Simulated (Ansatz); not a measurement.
**MgZnH2 (SMILES [MgH][ZnH]): single points off equilibrium**

A test off equilibrium: a structure displaced at random from a GFN2-xTB minimum is computed at several levels, and each is set against CCSD(T).

The runs use Ansatz 0.2.0, Gaussian basis; single points in def2-TZVPP.

Cores are frozen in the correlated methods. The 3s and 3p shells of Cu and Zn are frozen; filled d shells are correlated. The outer core shell of Li, Na, Mg and K is correlated.

### 1 The system as given

SMILES `[MgH][ZnH]`, 4 atoms, charge 0, spin multiplicity 1.

Atoms are counted from 1 here; the program's logs count them from 0.

Bond lengths: Mg1–Zn2 2.403 Å, Mg1–H3 1.834 Å, Zn2–H4 1.933 Å. Angles: Zn2–Mg1–H3 175.9°, Mg1–Zn2–H4 169.4°.

As a file:

```xyz
4

Mg    0.09890   -1.05310    0.57670
Zn   -0.05120    1.08790   -0.50490
H     0.28750   -2.63050    1.49240
H    -0.48370    2.68750   -1.49960
```

### 2 CCSD(T)/def2-TZVPP

Input file run/in.yaml:

```yaml
crystal:
  periodic: [false, false, false]
  atoms:
    - {symbol: Mg, position_ang: [0.098900, -1.053100, 0.576700]}
    - {symbol: Zn, position_ang: [-0.051200, 1.087900, -0.504900]}
    - {symbol: H, position_ang: [0.287500, -2.630500, 1.492400]}
    - {symbol: H, position_ang: [-0.483700, 2.687500, -1.499600]}
basis:
  gaussian: {orbitals: def2-TZVPP}
correlation: {method: ccsd_t, frozen_orbitals: {H: 0, Mg: 1, Zn: 9}}
output: {forces: true}
```

No record of the launch command was kept for these runs.

### 3 PBE0-D4/def2-TZVPP

Changes to run/in.yaml since step 2:

```diff
@@ -9,3 +9,3 @@
   gaussian: {orbitals: def2-TZVPP}
-correlation: {method: ccsd_t, frozen_orbitals: {H: 0, Mg: 1, Zn: 9}}
-output: {forces: true}
+hamiltonian: {xc: pbe0, dispersion: d4}
+output: {forces: true, orbitals: {seedname: orbitals}}
```

### 4 wB97M-V/def2-TZVPP

Changes to run/in.yaml since step 3:

```diff
@@ -9,3 +9,3 @@
   gaussian: {orbitals: def2-TZVPP}
-hamiltonian: {xc: pbe0, dispersion: d4}
-output: {forces: true, orbitals: {seedname: orbitals}}
+hamiltonian: {xc: {name: wB97M-V}}
+output: {forces: true}
```

### 5 r2SCAN-D4/def2-TZVPP

Changes to run/in.yaml since step 4:

```diff
@@ -9,3 +9,3 @@
   gaussian: {orbitals: def2-TZVPP}
-hamiltonian: {xc: {name: wB97M-V}}
+hamiltonian: {xc: r2scan, dispersion: d4}
 output: {forces: true}
```

### 6 PBE-D4/def2-TZVPP

Changes to run/in.yaml since step 5:

```diff
@@ -9,3 +9,3 @@
   gaussian: {orbitals: def2-TZVPP}
-hamiltonian: {xc: r2scan, dispersion: d4}
+hamiltonian: {xc: pbe, dispersion: d4}
 output: {forces: true}
```

### 7 r2SCAN0-D4/def2-TZVPP

Changes to run/in.yaml since step 6:

```diff
@@ -9,3 +9,3 @@
   gaussian: {orbitals: def2-TZVPP}
-hamiltonian: {xc: pbe, dispersion: d4}
+hamiltonian: {xc: {name: r2SCAN0}, dispersion: d4}
 output: {forces: true}
```

### 8 r2SCANh-D4/def2-TZVPP

Changes to run/in.yaml since step 7:

```diff
@@ -9,3 +9,3 @@
   gaussian: {orbitals: def2-TZVPP}
-hamiltonian: {xc: {name: r2SCAN0}, dispersion: d4}
+hamiltonian: {xc: {name: r2SCANh}, dispersion: d4}
 output: {forces: true}
```

(Steps that only read results are left out.)

Before running it: what results should come out? Wanted: energy less free atoms, CCSD(T)/def2-TZVPP; RMS force component; RMS force error; HOMO and LUMO, PBE0-D4; T1 diagnostic.

As calculated:

```
                                  quantity                                                                                                 value
energy less free atoms, CCSD(T)/def2-TZVPP                                                                                             -3.857 eV
                       RMS force component                                                                  1.235 to 1.353 eV/Å over the methods
                           RMS force error  PBE0-D4 0.033, wB97M-V 0.053, r2SCAN-D4 0.052, PBE-D4 0.117, r2SCAN0-D4 0.018, r2SCANh-D4 0.034 eV/Å
                    HOMO and LUMO, PBE0-D4                                                                                    -6.11 and -1.94 eV
                             T1 diagnostic                                                                                                 0.014
```

**Reading.** Against CCSD(T) the functionals' energies less atoms differ by -0.462 to -0.140 eV, PBE-D4 by -0.140 eV. A larger basis would deepen the CCSD(T) value, while the functionals are nearly converged already, so the order here is not reliable. For forces r2SCAN0-D4 does best and PBE-D4 worst. Frozen-core CCSD(T) forces in triple zeta carry basis errors of their own, and this is one geometry, so small gaps rank nothing.
